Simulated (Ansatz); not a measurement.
# C₃H₇NSi: basis-set convergence

The task here is to estimate one member of a computed series from the others.

Method: one geometry, several basis sets; program: Ansatz 0.2.0, Gaussian basis.

Plan: PBE0-D4/def2-SVP; ωB97M-V/def2-SVP; PBE0-D4/def2-QZVPP; ωB97M-V/def2-QZVPP; the functionals' def2-TZVPP values are taken from earlier runs.

### Structure used throughout

All runs share one geometry, relaxed beforehand with PBE0-D4 in a triple-zeta def2 set.

SMILES `C[SiH](C)C#N`, 12 atoms, charge 0, spin multiplicity 1.

Atoms are counted from 1 here; the program's logs count them from 0.

Bond lengths: C1–Si2 1.860 Å, C1–H6 1.092 Å, C1–H7 1.093 Å, C1–H8 1.092 Å, Si2–C3 1.860 Å, Si2–C4 1.862 Å, Si2–H9 1.484 Å, C3–H10 1.092 Å, C3–H11 1.093 Å, C3–H12 1.092 Å, C4–N5 1.152 Å. Angles: Si2–C1–H6 111.0°, Si2–C1–H7 110.3°, Si2–C1–H8 110.8°, H6–C1–H7 108.2°, H6–C1–H8 108.2°, H7–C1–H8 108.2°, C1–Si2–C3 113.6°, C1–Si2–C4 107.5°, C1–Si2–H9 111.3°, C3–Si2–C4 107.5°, C3–Si2–H9 111.3°, C4–Si2–H9 105.2°, Si2–C3–H10 110.8°, Si2–C3–H11 110.2°, Si2–C3–H12 111.0°, H10–C3–H11 108.2°, H10–C3–H12 108.2°, H11–C3–H12 108.2° and more.

Geometry (Å):

```
C    -1.5740   -0.4095   -0.3275
Si   -0.0246    0.1977    0.5043
C     1.5058   -0.7284   -0.0070
C     0.2097    1.9800    0.0195
N     0.3556    3.0770   -0.3013
H    -2.4376    0.1887   -0.0304
H    -1.7683   -1.4494   -0.0531
H    -1.4782   -0.3548   -1.4142
H    -0.1765    0.2138    1.9809
H     1.6467   -0.6786   -1.0890
H     1.4250   -1.7800    0.2795
H     2.3937   -0.3117    0.4724
```

The first run:

The input, in.yaml:

```yaml
crystal:
  periodic: [false, false, false]
  atoms:
    - {symbol: C, position_ang: [-1.574048, -0.409472, -0.327548]}
    - {symbol: Si, position_ang: [-0.024638, 0.197693, 0.504333]}
    - {symbol: C, position_ang: [1.505817, -0.728371, -0.006997]}
    - {symbol: C, position_ang: [0.209680, 1.980005, 0.019476]}
    - {symbol: N, position_ang: [0.355554, 3.077018, -0.301314]}
    - {symbol: H, position_ang: [-2.437619, 0.188657, -0.030438]}
    - {symbol: H, position_ang: [-1.768258, -1.449405, -0.053053]}
    - {symbol: H, position_ang: [-1.478247, -0.354766, -1.414198]}
    - {symbol: H, position_ang: [-0.176463, 0.213786, 1.980883]}
    - {symbol: H, position_ang: [1.646655, -0.678569, -1.088962]}
    - {symbol: H, position_ang: [1.424954, -1.780012, 0.279454]}
    - {symbol: H, position_ang: [2.393712, -0.311665, 0.472364]}
basis:
  gaussian: {orbitals: def2-SVP}
hamiltonian: {xc: pbe0, dispersion: d4}
output: {orbitals: {seedname: orbitals}}
```

Among the steps run: PBE0-D4 in def2-SVP; ωB97M-V in def2-SVP; PBE0-D4 in def2-QZVPP; ωB97M-V in def2-QZVPP.

One table of the session follows, with a row left open; its other results are not shown here.

It belongs to the step «Density functionals: the series». 

```
functional       basis  HOMO (eV)  LUMO (eV)
   PBE0-D4    def2-SVP      -9.19       0.11
   PBE0-D4  def2-TZVPP          ?          ?
   PBE0-D4  def2-QZVPP      -9.25      -0.28
   ωB97M-V    def2-SVP     -11.42       2.20
   ωB97M-V  def2-TZVPP     -11.49       1.69
   ωB97M-V  def2-QZVPP     -11.50       1.27
```

Estimate the missing values for PBE0-D4, def2-TZVPP.

As computed: HOMO (eV): -9.24; LUMO (eV): -0.19. In the column «HOMO (eV)» it lies between PBE0-D4, def2-QZVPP (-9.25) and PBE0-D4, def2-SVP (-9.19).
